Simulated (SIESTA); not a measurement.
DyAgB4F16:

```
Dy Ag B F
1.0
     6.98382    0.00000   -0.92634
     0.00000    5.26487    0.00000
    -2.07428    0.00000    9.79190
Dy Ag B F
1 1 4 16
Direct
  0.00000 0.90845 0.00000
  0.00000 0.55589 0.50000
  0.15808 0.02084 0.71207
  0.20082 0.47899 0.19102
  0.79918 0.47899 0.80898
  0.84192 0.02084 0.28793
  0.27756 0.82749 0.69232
  0.18243 0.02719 0.86901
  0.95344 0.97230 0.64276
  0.21482 0.25937 0.68010
  0.28534 0.46966 0.33254
  0.99173 0.55965 0.14429
  0.20285 0.23462 0.12563
  0.28763 0.66772 0.12402
  0.79715 0.23462 0.87437
  0.71236 0.66772 0.87598
  0.71466 0.46966 0.66746
  0.00827 0.55965 0.85571
  0.04656 0.97230 0.35724
  0.78518 0.25937 0.31990
  0.72244 0.82749 0.30768
  0.81757 0.02719 0.13099
```

The cell was built by a generator and needn't be a form met in nature.

```yaml
Program: SIESTA 5.4.2
Task: single point
Functional: PBE
Potentials_or_basis: PseudoDojo 0.4 standard with PseudoDojo 3+ lanthanides (4f in the core) (PBE files)
Basis: DZP (energy shift 0.003 Ry; two zetas on semicore shells)
Grid_cutoff: 800 Ry
Energy_shift: 0.003 Ry
k_mesh: 4 × 5 × 3
Occupations: fermi-dirac, width 0.05 eV
Spin: collinear spin, ferromagnetic start
Starting_moments: "[5.0, 0.0, 0.0, 0.0, 0.0, 0.0, 0.0, 0.0, 0.0, 0.0, 0.0, 0.0, 0.0, 0.0, 0.0, 0.0, 0.0, 0.0, 0.0, 0.0, 0.0, 0.0] μB"
```

On this cell: pressure 0.5 GPa; largest force 0.577 eV/Å; net moment 0.00 μB per cell; band gap on the k mesh 4.33 eV, direct.

The same run follows on a disturbed copy (atoms moved at random, drawn with an rms of 0.05 Å):

```xyz
22
Lattice="6.9838 0.0000 -0.9263 0.0000 5.2649 0.0000 -2.0743 0.0000 9.7919" Properties=species:S:1:pos:R:3 pbc="T T T"
Dy   -0.0102    4.7809   -0.0749
Ag   -1.0273    2.8798    4.9244
B    -0.3716    0.1607    6.8492
B     0.9765    2.5566    1.6974
B     3.8642    2.5561    7.1929
B     5.3107    0.1341    2.0379
F     0.4768    4.3611    6.5361
F    -0.5404    0.1530    8.2782
F     5.3403    5.0997    5.4115
F     0.1649    1.3850    6.5106
F     1.3301    2.4863    2.9668
F     6.6570    2.9617    0.5036
F     1.2080    1.2210    1.0376
F     1.7824    3.4816    0.9773
F     3.7069    1.2544    7.8414
F     3.1558    3.5294    7.9416
F     3.5757    2.4586    5.8257
F    -1.7472    2.9113    8.4144
F    -0.4146    5.0838    3.4155
F     4.7870    1.4016    2.4682
F     4.3514    4.4068    2.3223
F     5.4127    0.1121    0.5547
```

Problem. What changes?

Solution. The energy moves by +23.2 meV/atom; pressure 0.5 GPa; largest force 2.034 eV/Å; net moment 0.00 μB per cell; band gap on the k mesh 4.21 eV, direct.

Forces in eV/Å, atoms in the order of the input:
```
Dy   0.357  0.631  1.139
Ag  -0.076  0.210 -0.072
B    0.286 -1.185 -1.031
B    1.477 -1.112 -0.849
B   -0.010 -1.174 -1.582
B   -1.954 -0.165  0.291
F    0.530 -0.252 -0.156
F   -0.068  0.204  1.840
F   -0.626  0.489 -0.364
F   -0.079  0.621 -0.346
F    0.011 -0.172  1.732
F   -1.659  0.238 -0.286
F   -0.657 -0.103 -0.172
F    0.163  0.926 -0.866
F   -0.171 -0.200  0.003
F   -0.807  0.441 -0.003
F    0.346  0.351  1.608
F    0.605  0.204 -0.365
F    0.909  0.059  0.645
F    0.750 -0.430 -0.389
F    0.382 -0.035  0.262
F    0.291  0.456 -1.038
```

Stress tensor (GPa, compression positive):
```
 1.14  0.16 -0.01
 0.16 -0.57 -0.96
-0.01 -0.96  0.90
```

Caveats: the magnetic or orbital state may not be the lowest; short orbitals over semicore shells can move pressures by several GPa; spin-orbit coupling is left out, which moves the levels of the heavy elements; an odd mesh through Γ misses points on the zone boundary, where band edges often lie; the 4f electrons are frozen in the core as for a trivalent ion, so they carry no moment and show no levels; the basis of atomic orbitals isn't converged, which shifts pressures, moduli and gaps.
